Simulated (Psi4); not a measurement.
**InNH2Cl (SMILES [NH2][In][Cl]) at UMP2/def2-SVP (core potential)**

What is the vertical ionisation energy of InNH2Cl at UMP2/def2-SVP (core potential)? 

The calculation is run with Psi4 1.11.

9 further runs of the same task are left out: 9 that didn't finish.

**1. The system as given**

The species is InNH2Cl (5 atoms), meant as a doublet with charge 0. SMILES: `[NH2][In][Cl]`. Geometry: relaxed at PBE0-D4/def2-TZVP. This is one conformer, not always the lowest.

Bond lengths: N1–In2 2.072 Å, In2–Cl3 2.369 Å, N1–H4 1.015 Å, N1–H5 1.017 Å. Angles: N1–In2–Cl3 113.1°, In2–N1–H4 113.0°, In2–N1–H5 110.3°, H4–N1–H5 107.4°.

**2. The energy at UMP2/def2-SVP (core potential)**

Contents of job.dat:

```
memory 2.2 GB

molecule {
  0 2
  N     -0.142600     0.808600    -0.493900
  In    -0.411600    -1.217800    -0.153300
  Cl     1.391500    -2.211500     1.018700
  H     -0.999700     1.283800    -0.756700
  H      0.212300     1.263200     0.343800
  units angstrom
  symmetry c1
}

set globals {
  basis def2-SVP
  reference uhf
  puream true
  e_convergence 1e-09
  d_convergence 1e-08
  scf_type pk
  num_frozen_docc 10
  mp2_type conv
  maxiter 100
}

e_tot = energy('mp2')
```

Launch:

```sh
$ psi4 job.dat job.out -n 1
```

job.out:

```text
[...]
    !!!  WARNING: ECP capability is in beta. Please check occupations closely.  !!!
[...]
  Running in c1 symmetry.
[...]
  Nuclear repulsion =  154.716518533842446
[...]
  Multiplicity = 2
[...]
  Nalpha       = 24
  Nbeta        = 23
[...]
    Number of basis functions: 68
[...]
   @UHF iter   1:  -704.00615600249910   -1.52631e+00   8.07708e-03 DIIS/ADIIS
[...]
   @UHF iter  17:  -704.17456298806871   -2.38742e-12   4.88219e-09 DIIS
[...]
   @S^2 Observed:                7.704485670E-01
[...]
    Orbital Energies [Eh]
    ---------------------
    Alpha Occupied:
       1A   -104.745952     2A    -15.552357     3A    -10.507932
       4A     -7.984026     5A     -7.979918     6A     -7.979864
       7A     -5.409211     8A     -3.667275     9A     -3.663854
      10A     -3.659847    11A     -1.123915    12A     -1.077923
      13A     -1.052059    14A     -1.049583    15A     -1.048655
      16A     -1.032721    17A     -1.004929    18A     -0.633944
      19A     -0.568739    20A     -0.482348    21A     -0.434780
      22A     -0.429105    23A     -0.419872    24A     -0.325575
    Alpha Virtual:
      25A      0.031949    26A      0.100786    27A      0.115649
[...]
  @UHF Final Energy:  -704.17456298806871
   => Energetics <=
    Nuclear Repulsion Energy =            154.7165185338424465
    One-Electron Energy =               -1354.6590003385847467
    Two-Electron Energy =                 495.7679188166736708
    Total Energy =                       -704.1745629880686010
  UHF NO Occupations:
  HONO-2 :   22  A 1.9991145
  HONO-1 :   23  A 1.9913654
[...]
 Multipole Moments:
 ------------------------------------------------------------------------------------
     Multipole            Electronic (a.u.)      Nuclear  (a.u.)        Total (a.u.)
 ------------------------------------------------------------------------------------
 L = 1.  Multiply by 2.5417464519 to convert [e a0] to [Debye]
 Dipole X            :        -27.1145145           25.7573826           -1.3571319
 Dipole Y            :         -4.5705661            5.0215680            0.4510019
 Dipole Z            :        -13.8699799           13.6131492           -0.2568307
 Magnitude           :                                                    1.4529872
[...]
	SCS-MP2 Total Energy (a.u.)        :  -704.53660364602217
	SOS-MP2 Total Energy (a.u.)        :  -704.50365971216297
	SCSN-MP2 Total Energy (a.u.)       :  -704.34850695884541
[...]
	SOS-PI-MP2 Total Energy (a.u.)     :  -704.55850916617862
[...]
	MP2 Total Energy (a.u.)            :  -704.54764205972492
[...]
```

Run time: 9.9 s. Hardware: 1 thread of Intel Xeon at 2.50GHz (Skylake/Cascade Lake), shared host; peak memory 0.29 GiB.

**3. The singlet cation at the same level**

Contents of calc.in:

```
memory 2.2 GB

molecule mol {
  1 1
  N
  In 1 2.072358
  Cl 2 2.369007 1 113.1207
  H 1 1.014642 2 113.009 3 -164.07964
  H 1 1.017033 4 107.38364 2 -121.86895
  symmetry c1
  no_reorient
  no_com
}

set {
  basis           def2-SVP
  puream          true
  e_convergence   1e-09
  d_convergence   1e-08
  scf_type        pk
  num_frozen_docc 10
  mp2_type        conv
}

e = energy('mp2')
```

Launch:

```sh
$ psi4 -n 1 calc.in calc.out
```

calc.out:

```text
[...]
    !!!  WARNING: ECP capability is in beta. Please check occupations closely.  !!!
[...]
  Running in c1 symmetry.
[...]
  Nuclear repulsion =  154.716506523154180
[...]
  Multiplicity = 1
[...]
  Nalpha       = 23
  Nbeta        = 23
[...]
    Number of basis functions: 68
[...]
   @RHF iter   1:  -703.67326131390757   -1.17464e+00   7.82295e-03 DIIS/ADIIS
[...]
   @RHF iter  14:  -703.87187854800811   -1.12550e-11   7.40958e-09 DIIS
[...]
    Orbital Energies [Eh]
    ---------------------
    Doubly Occupied:
       1A   -104.975422     2A    -15.791746     3A    -10.735156
       4A     -8.209437     5A     -8.206592     6A     -8.206538
       7A     -5.682571     8A     -3.940801     9A     -3.939847
      10A     -3.933677    11A     -1.356350    12A     -1.333909
      13A     -1.326220    14A     -1.323755    15A     -1.319326
      16A     -1.279135    17A     -1.225116    18A     -0.852479
      19A     -0.768564    20A     -0.679354    21A     -0.635700
      22A     -0.632794    23A     -0.606577
[...]
  @RHF Final Energy:  -703.87187854800811
   => Energetics <=
    Nuclear Repulsion Energy =            154.7165065231541803
    One-Electron Energy =               -1343.2546412259457611
    Two-Electron Energy =                 484.6662561547833548
    Total Energy =                       -703.8718785480081124
[...]
 Multipole Moments:
 ------------------------------------------------------------------------------------
     Multipole            Electronic (a.u.)      Nuclear  (a.u.)        Total (a.u.)
 ------------------------------------------------------------------------------------
 L = 1.  Multiply by 2.5417464519 to convert [e a0] to [Debye]
 Dipole X            :         -0.8161349            1.2383142            0.4221792
 Dipole Y            :         31.0578497          -28.9179590            2.1398907
 Dipole Z            :          5.7350084           -6.0162438           -0.2812354
 Magnitude           :                                                    2.1991955
[...]
	SCS-MP2 Total Energy (a.u.)        :  -704.24391081252020
	SOS-MP2 Total Energy (a.u.)        :  -704.21106168585561
	SCSN-MP2 Total Energy (a.u.)       :  -704.04532193679722
[...]
	SOS-PI-MP2 Total Energy (a.u.)     :  -704.26759220883025
[...]
	MP2 Total Energy (a.u.)            :  -704.25307854287485
[...]
```

Wall time 9.6 s (1 thread of Intel Xeon at 2.50GHz (Skylake/Cascade Lake), shared host); peak memory 0.27 GiB.

**4. What came out**

At UMP2/def2-SVP (core potential), 10 core orbitals frozen:

| quantity | value |
| --- | --- |
| doublet InNH2Cl: total energy | -704.54764 Eh |
| doublet InNH2Cl: HOMO energy (Hartree–Fock orbitals) (highest over α and β) | -8.86 eV |
| doublet InNH2Cl: LUMO energy (Hartree–Fock orbitals) (lowest over α and β) | -0.06 eV |
| doublet InNH2Cl: correlation energy (10 core orbitals frozen) | -373.1 mEh |
| doublet InNH2Cl: ⟨S²⟩ of the reference determinant | 0.770 |
| singlet cation: total energy | -704.25308 Eh |
| singlet cation: HOMO energy (Hartree–Fock orbitals) | -16.51 eV |
| singlet cation: LUMO energy (Hartree–Fock orbitals) | -7.56 eV |
| singlet cation: HOMO–LUMO gap (Hartree–Fock orbitals) | 8.94 eV |
| singlet cation: correlation energy (10 core orbitals frozen) | -381.2 mEh |
| vertical ionisation energy (to the singlet cation) | 8.015 eV |

**Reading.** Removing an electron at fixed nuclei costs 8.02 eV (773 kJ/mol). Only the singlet of the ionised species was computed; a triplet could lie lower.
